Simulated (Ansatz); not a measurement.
# CrRh: the cost of one run

Method: DFT, PBEsol, all-electron LAPW, scalar-relativistic, in Ansatz 0.2.0.

### Step 1. The structure to begin with

It takes space group P-6m2 (No. 187, hexagonal). The conventional cell has a = 2.673 Å, b = 2.673 Å, c = 4.219 Å, α = 90.00°, β = 90.00°, γ = 120.00°. Around Cr (site symmetry -6m2) lie 6 Rh at 2.61 Å and 6 Cr at 2.67 Å. Rh (site symmetry -6m2) is surrounded by 6 Cr at 2.61 Å and 6 Rh at 2.67 Å.

Coordinates:

```
Cr Rh
1.0
     2.67296    0.00000    0.00000
    -1.33648    2.31485    0.00000
     0.00000    0.00000    4.21939
Cr Rh
1 1
Direct
  0.66667 0.33333 0.50000
  0.33333 0.66667 0.00000
```

Atoms are numbered in the order of the input: Cr1, Rh2.

### Step 2. Spiral at q = 0, LAPW

input.yaml

```yaml
crystal:
  lattice:
    - [2.6729575399, 0.0, 0.0]
    - [-1.33647877, 2.3148491328, 0.0]
    - [0.0, 0.0, 4.219386]
  atoms:
    - { symbol: Cr, position: [0.6666666667, 0.3333333333, 0.5], spin: 3.0, spin_axis: [1.0, 0.0, 0.0] }
    - { symbol: Rh, position: [0.3333333333, 0.6666666667, 0.0], spin: 1.0, spin_axis: [1.0, 0.0, 0.0] }
magnetization:
  noncollinear: true
  spin_spiral: { q: [0.0, 0.0, 0.0] }
kpoints:
  mp_grid: { grid: [12, 12, 6] }
scf:
  occupations: { method: fermi_dirac, width: 0.05 }
  lower_state_search: "off"
hamiltonian:
  xc: pbesol
  pseudopotentials: { kind: all_electron, lapw: { basis_error: 0.0005 } }
output:
  eigenvalues: false
```

On the command line:

```bash
$ ansatz run input.yaml --threads 2 --pin off --max-ram 5120MiB --backend cpu --events-out ev --progress --plain --runs-dir out
```

**Question.** How long does this run take on 2 threads of Intel Xeon Platinum 8488C (Sapphire Rapids), shared host, and how much memory does it need?

About 3.2 min, with a peak of 0.95 GiB.
